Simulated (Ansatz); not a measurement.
# YFeC4N4: the cost of one run

Computed with Ansatz 0.2.0 (DFT PBE, scalar-relativistic, plane waves, PAW, unless a step's input says otherwise).

### Step 1. Starting point

The structure is cubic, space group P-43m (No. 215). The conventional cell has a = 6.127 Å, b = 6.127 Å, c = 6.127 Å, α = 90.00°, β = 90.00°, γ = 90.00°. Around Y (site symmetry -43m) lie 4 C at 2.11 Å. Around Fe (site symmetry -43m) lie 4 N at 2.03 Å. C (site symmetry 3m) is surrounded by 1 N at 1.17 Å. N (site symmetry 3m) has 1 C at 1.17 Å and 1 Fe at 2.03 Å in its first shell of neighbours.

Structure file:

```cif
data_structure
_symmetry_space_group_name_H-M 'P-43m'
_symmetry_Int_Tables_number 215
_cell_length_a 6.1268
_cell_length_b 6.1268
_cell_length_c 6.1268
_cell_angle_alpha 90.000
_cell_angle_beta 90.000
_cell_angle_gamma 90.000
_cell_volume 229.99
loop_
_atom_site_label
_atom_site_type_symbol
_atom_site_symmetry_multiplicity
_atom_site_Wyckoff_symbol
_atom_site_fract_x
_atom_site_fract_y
_atom_site_fract_z
_atom_site_occupancy
Y1 Y 1 a 0.00000 0.00000 0.00000 1
Fe1 Fe 1 b 0.50000 0.50000 0.50000 1
C1 C 4 e 0.19845 0.19845 0.19845 1
N1 N 4 e 0.30871 0.30871 0.30871 1
```

The cell is invented: two interpenetrating cyanide-bridged diamond nets (P-43m, No. 215). Its size is a rough estimate.

### Step 2. The guess as it stands, on a coarse mesh

Contents of input.yaml:

```yaml
crystal:
  lattice:
    - [6.12684106, 0.0, 0.0]
    - [0.0, 6.12684106, 0.0]
    - [0.0, 0.0, 6.12684106]
  atoms:
    - { symbol: "Y", position: [0.0, 0.0, 0.0] }
    - { symbol: Fe, position: [0.5, 0.5, 0.5], spin: 4.0 }
    - { symbol: C, position: [0.19845458, 0.19845458, 0.19845458] }
    - { symbol: C, position: [0.19845458, 0.80154542, 0.80154542] }
    - { symbol: C, position: [0.80154542, 0.19845458, 0.80154542] }
    - { symbol: C, position: [0.80154542, 0.80154542, 0.19845458] }
    - { symbol: "N", position: [0.30870712, 0.30870712, 0.30870712] }
    - { symbol: "N", position: [0.30870712, 0.69129288, 0.69129288] }
    - { symbol: "N", position: [0.69129288, 0.30870712, 0.69129288] }
    - { symbol: "N", position: [0.69129288, 0.69129288, 0.30870712] }
basis:
  ecutwfc: 420
kpoints:
  mp_grid: { grid: [4, 4, 4] }
hamiltonian:
  xc: pbe
scf:
  occupations: { method: gaussian, width: 0.1 }
  lower_state_search: "off"
output:
  forces: true
  stress: true
  eigenvalues: true
  populations: true
magnetization:
  spin_polarized: true
```

Started as:

```sh
$ ansatz run input.yaml --threads 1 --pin off --max-ram 2560MiB --backend cpu --events-out ev --progress --plain --runs-dir out
```

Q: Estimate wall time and peak memory on 1 thread of Intel Xeon Platinum 8488C (Sapphire Rapids), shared host.

About 20 s, with a peak of 0.65 GiB.
